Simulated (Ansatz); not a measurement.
**Ge (sc type): how the settings move a single-point run**

Question: which choices in the input matter for Ge (sc type)?

Program: Ansatz 0.2.0. Level of theory: reference: DFT, PBEsol, all-electron LAPW, scalar-relativistic. These are calculated values, not measurements.

1 further run of the same task is left out (it didn't finish). Runs told in other sessions of the task aren't counted.

### 1 The system as given

The structure is cubic, space group Pm-3m (No. 221). The conventional cell has a = 2.555 Å, b = 2.555 Å, c = 2.555 Å, α = 90.00°, β = 90.00°, γ = 90.00°. Ge (site symmetry m-3m) is surrounded by 6 Ge at 2.55 Å.

Coordinates:

```xyz
1
Lattice="2.5548 0.0000 0.0000 0.0000 2.5548 0.0000 0.0000 0.0000 2.5548" Properties=species:S:1:pos:R:3 pbc="T T T"
Ge    0.0000    0.0000    0.0000
```

### 2 The reference run

The input, input.yaml:

```yaml
crystal:
  lattice:
    - [2.5547908195, 0.0, 0.0]
    - [0.0, 2.5547908195, 0.0]
    - [0.0, 0.0, 2.5547908195]
  atoms:
    - { symbol: Ge, position: [0.0, 0.0, 0.0] }
kpoints:
  mp_grid: { grid: [15, 15, 15] }
scf:
  occupations: { method: fermi_dirac, width: 0.1 }
hamiltonian:
  xc: pbesol
  pseudopotentials: { kind: all_electron, lapw: { basis_error: 0.001 } }
output:
  forces: true
  stress: true
  eigenvalues: true
  populations: true
```

Started as:

```
$ ansatz run input.yaml --threads 1 --pin off --max-ram 2048MiB --backend cpu --events-out ev --progress --plain --runs-dir out
```

### 3 Changed: n_extra_bands 8, scf.algorithm direct_min, dispersion d3bjatm

input.yaml, as its differences from that of step 2:

```diff
@@ -11,2 +11,4 @@
   occupations: { method: fermi_dirac, width: 0.1 }
+  n_extra_bands: 8
+  algorithm: direct_min
 hamiltonian:
@@ -14,2 +16,3 @@
   pseudopotentials: { kind: all_electron, lapw: { basis_error: 0.001 } }
+  dispersion: d3bjatm
 output:
```

Before running it: what results should come out? Wanted: for each run, ending; energy change; pressure; gap; force.

The runs gave:

| run | ending | energy change | pressure (GPa) | gap (eV) | force (eV/Å) | cycles | time |
| --- | --- | --- | --- | --- | --- | --- | --- |
| reference | converged | 0 | 13.4 | 0.00 | 0.00 | 6 | 7.8 s |
| 1: n_extra_bands 8, scf.algorithm direct_min, dispersion d3bjatm | converged | -347.1 meV/atom (offset of the dispersion model) | 10.2 | 0.00 | 0.00 | 5 | 16 s |

Residual by cycle in the longest SCF loop of each run; runs are numbered as in the table. The quantity is the density residual dr2, in eV.

| cycle | reference | run 1 |
| --- | --- | --- |
| 1 | 0.0204 | 0.0204 |
| 2 | 0.0126 | 9.6e-6 |
| 3 | 0.00229 | 2.9e-7 |
| 4 | 9.1e-6 | 8.0e-9 |
| 5 | 1.2e-7 | 1.3e-10 |
| 6 | 3.3e-10 | - |

**Reading.** The energy moves by -347.1 meV/atom, nearly all of it the dispersion term itself (-347.1 meV/atom); that offset belongs to the model and is no gain or loss of stability; the pressure goes from 13.4 to 10.2 GPa. The structure is not at rest: the sound run finds 13 GPa, so these are no properties of the relaxed crystal. 
